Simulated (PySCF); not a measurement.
# A gas-phase reaction: BFH2O2 + H2 → BH3O2 + FH

Aim: the reaction energy of `OB(O)F` + `[H][H]` → `OBO` + `F`.

Programs: PySCF 2.14.0. All values are calculated, for the isolated system unless a continuum is named. Atoms count from 0, parts from 1.

### Step 1. Starting point

Each species was relaxed by itself at PBE0-D3(BJ)/def2-SVPD.

### Step 2. Energies of the species: wB97M-D3(BJ)/def2-TZVPD

Job settings and geometry (Å):

```
{"job": {"kind": "react", "xc": "wB97M-D3(BJ)", "basis": "def2-TZVPD"}, "charge": 0, "multiplicity": 1}
-1 BFH2O2 charge 0 multiplicity 1
O     -0.808570    -0.762430     0.005030
B      0.043960     0.294690    -0.012230
O      1.380120     0.136720     0.091660
F     -0.430150     1.540650    -0.135140
H     -1.732710    -0.513830    -0.076310
H      1.647190    -0.781860     0.175910

-1 H2 charge 0 multiplicity 1
H      0.379810    -0.015250    -0.011820
H     -0.379810     0.015250     0.011820

+1 BH3O2 charge 0 multiplicity 1
O     -0.848330    -0.669440     0.012280
B      0.045260     0.360110    -0.020830
O      1.368620     0.086040     0.057310
H     -1.764380    -0.392860    -0.048050
H     -0.303920     1.510070    -0.117700
H      1.547780    -0.857400     0.132550

+1 FH charge 0 multiplicity 1
F      0.458560     0.026930     0.026150
H     -0.458560    -0.026930    -0.026150
```

Level: wB97M-D3(BJ)/def2-TZVPD reaction energy of separated species, gas phase.

Launch:

```console
$ OMP_NUM_THREADS=1 python cluster_run.py task.json out
```

This one command runs all jobs of the session in turn.

**Question.** The jobs that follow are: PBE0-D3(BJ)/def2-TZVPD reaction energy of separated species, gas phase; MP2/def2-TZVPD reaction energy of separated species, gas phase. Predict: reaction energy (wB97M-D3(BJ)/def2-TZVPD); ΔH, ΔG at 298 K (xTB thermal terms). Thermal terms come from harmonic xTB runs on each species.

As calculated:

```
                                                quantity                    value
               reaction energy (wB97M-D3(BJ)/def2-TZVPD)           27.46 kcal/mol
                     ΔH, ΔG at 298 K (xTB thermal terms)    +30.9, +29.4 kcal/mol
range of the reaction energy over the runs of this table  27.10 to 28.65 kcal/mol
```

What this shows: The reaction is endothermic by 30.9 kcal/mol in the gas phase; dispersion gives +0.10, and xTB itself gave 23.20 for the electronic energy (xTB energies and thermal terms come from the earlier relaxation of each species, not shown). No barrier was sought. The reaction energy runs from 27.10 (PBE0-D3(BJ)/def2-TZVPD) to 28.65 kcal/mol (MP2/def2-TZVPD).
